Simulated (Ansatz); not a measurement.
# Eu: the cost of one run

Computed with Ansatz 0.2.0 (DFT PBE, with the methods named in each step, unless a step's input says otherwise).

## Step 1: The structure to begin with

The structure is cubic, space group Im-3m (No. 229). The conventional cell has a = 4.606 Å, b = 4.606 Å, c = 4.606 Å, α = 90.00°, β = 90.00°, γ = 90.00°. Around Eu (site symmetry m-3m) lie 8 Eu at 3.99 Å.

As a file:

```cif
data_structure
_symmetry_space_group_name_H-M 'Im-3m'
_symmetry_Int_Tables_number 229
_cell_length_a 4.6060
_cell_length_b 4.6060
_cell_length_c 4.6060
_cell_angle_alpha 90.000
_cell_angle_beta 90.000
_cell_angle_gamma 90.000
_cell_volume 97.72
loop_
_atom_site_label
_atom_site_type_symbol
_atom_site_symmetry_multiplicity
_atom_site_Wyckoff_symbol
_atom_site_fract_x
_atom_site_fract_y
_atom_site_fract_z
_atom_site_occupancy
Eu1 Eu 2 a 0.00000 0.00000 0.00000 1
```

The file gives the conventional cell by its symmetry; the runs use the cell typed in the input.

In patterns such as +-, the signs follow the magnetic atoms in the order of the input.

Atoms are numbered in the order of the input: Eu1, Eu2, Eu3, Eu4.

## Step 2: Parallel moments, PAW

input.yaml

```yaml
crystal:
  lattice:
    - [-2.303, 2.303, 2.303]
    - [2.303, -2.303, 2.303]
    - [9.212, 9.212, 0.0]
  atoms:
    - { symbol: Eu, position: [0.0, 0.0, 0.0], spin: 7.0 }
    - { symbol: Eu, position: [0.5, 0.5, 0.25], spin: 7.0 }
    - { symbol: Eu, position: [0.0, 0.0, 0.5], spin: 7.0 }
    - { symbol: Eu, position: [0.5, 0.5, 0.75], spin: 7.0 }
magnetization:
  spin_polarized: true
kpoints:
  mp_grid: { grid: [8, 8, 3] }
scf:
  occupations: { method: fermi_dirac, width: 0.05 }
hamiltonian:
  xc: pbe
  pseudopotentials: { kind: paw }
output:
  forces: true
  stress: true
  eigenvalues: true
  populations: true
  write_density: true
  write_potential: true
  elf: true
  volumetric_format: npy
```

Run with:

```sh
$ ansatz run input.yaml --threads 2 --pin off --max-ram 6144MiB --backend cpu --events-out ev --progress --plain --runs-dir out
```

Q: Estimate wall time and peak memory on 2 threads of Arm Neoverse V1, shared host.

About 79 s, with a peak of 0.89 GiB.
